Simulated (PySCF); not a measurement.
# AlBNH4F (SMILES [NH2][AlH][BH]F): CAM-B3LYP/def2-SVPD

Aim: the energy change on altering one bond length of AlBNH4F at CAM-B3LYP/def2-SVPD, from 2 runs. Input form: a Python script.

Program for the calculation: PySCF 2.14.0.

1 further run of the same task is left out (set aside as unsound or not needed).

### Step 1. The molecule

The species is AlBNH4F (8 atoms), meant as a singlet with charge 0. SMILES: `[NH2][AlH][BH]F`. The coordinates come from a PBE0-D4/def2-TZVP relaxation. This is one conformer, not always the lowest.

Bond lengths: N1–Al2 1.770 Å, Al2–B3 2.169 Å, B3–F4 1.330 Å, N1–H5 1.008 Å, N1–H6 1.008 Å, Al2–H7 1.590 Å, B3–H8 1.208 Å. Angles: N1–Al2–B3 116.8°, Al2–B3–F4 118.5°, N1–Al2–H7 116.9°, B3–Al2–H7 126.3°, Al2–N1–H5 125.6°, Al2–N1–H6 124.3°, Al2–B3–H8 127.4°, F4–B3–H8 114.1°, H5–N1–H6 110.2°.

### Step 2. The energy at CAM-B3LYP/def2-SVPD

run.py reads:

```python
from pyscf import gto, dft

mol = gto.M(
    atom='''
N       -1.034900       1.238000       0.178100
Al       0.358400       0.247200       0.637000
B        0.824000      -1.438600      -0.645900
F        0.022100      -1.693000      -1.675500
H       -1.365500       2.050100       0.674400
H       -1.614500       1.063500      -0.627700
H        1.149400       0.679500       1.946200
H        1.753200      -2.203800      -0.542400
''',
    basis='def2-svpd',
    spin=0,
    verbose=3,
    max_memory=1860,
)

myscf = dft.RKS(mol)
myscf.xc = 'cam-b3lyp'
myscf.grids.level = 5
myscf.conv_tol = 1e-10
myscf.kernel()
if not myscf.converged:
    myscf = myscf.newton().run(myscf.mo_coeff, myscf.mo_occ)

e_final = myscf.e_tot
print('E(%s) = %.9f' % ('CAM-B3LYP', e_final))
```

Launch:

```
$ OMP_NUM_THREADS=1 python run.py
```

The program printed:

```text
converged SCF energy = -424.071617989672
E(CAM-B3LYP) = -424.071617990
```

Run time: 39 s. Hardware: 1 thread of Intel Xeon at 2.70GHz, shared host; peak memory 0.65 GiB.

### Step 3. The distorted shape

calc.py reads:

```python
from pyscf import gto, dft

mol = gto.M(
    atom='''
N       -1.778266       1.850165       0.095299
Al      -0.384966       0.859365       0.554199
B        0.080634      -0.826435      -0.728701
F       -0.721266      -1.080835      -1.758301
H       -2.108866       2.662265       0.591599
H       -2.357866       1.675665      -0.710501
H        0.406034       1.291665       1.863399
H        1.753200      -2.203800      -0.542400
''',
    basis='def2-svpd',
    max_memory=1860,
    charge=0,
    verbose=3,
)

myscf = dft.RKS(mol)
myscf.xc = 'cam-b3lyp'
myscf.grids.level = 5
myscf.conv_tol = 1e-10
myscf.kernel()
if not myscf.converged:
    myscf = myscf.newton().run(myscf.mo_coeff, myscf.mo_occ)

energy = myscf.e_tot
print('E = %.10f Eh' % energy)
```

Launch:

```
$ OMP_NUM_THREADS=1 python calc.py
```

The program printed:

```text
converged SCF energy = -423.963615305281
E = -423.9636153053 Eh
```

Run time: 41 s. Hardware: 1 thread of Intel Xeon at 2.70GHz, shared host; peak memory 0.65 GiB.

### Step 4. What came out

At CAM-B3LYP/def2-SVPD:

```
                                                         quantity          value
                                        first shape: total energy  -424.07162 Eh
                                       first shape: dipole moment         0.81 D
                                         first shape: HOMO energy       -8.66 eV
                                         first shape: LUMO energy       -1.08 eV
                                       first shape: HOMO–LUMO gap        7.59 eV
                                    distorted shape: total energy  -423.96362 Eh
                                   distorted shape: dipole moment         3.45 D
                                     distorted shape: HOMO energy       -7.90 eV
                                     distorted shape: LUMO energy       -1.55 eV
                                   distorted shape: HOMO–LUMO gap        6.35 eV
energy change with the B3–H8 bond stretched from 1.208 to 2.175 Å       2.939 eV
```

In words: With the B3–H8 bond stretched from 1.208 to 2.175 Å the energy rises by 2.94 eV (284 kJ/mol). The first shape isn't relaxed at this level, so the change isn't measured from a minimum. Mulliken charges (distorted shape) run from -0.35 on F4 to +0.28 on Al2; in a basis this large or diffuse they mean little.
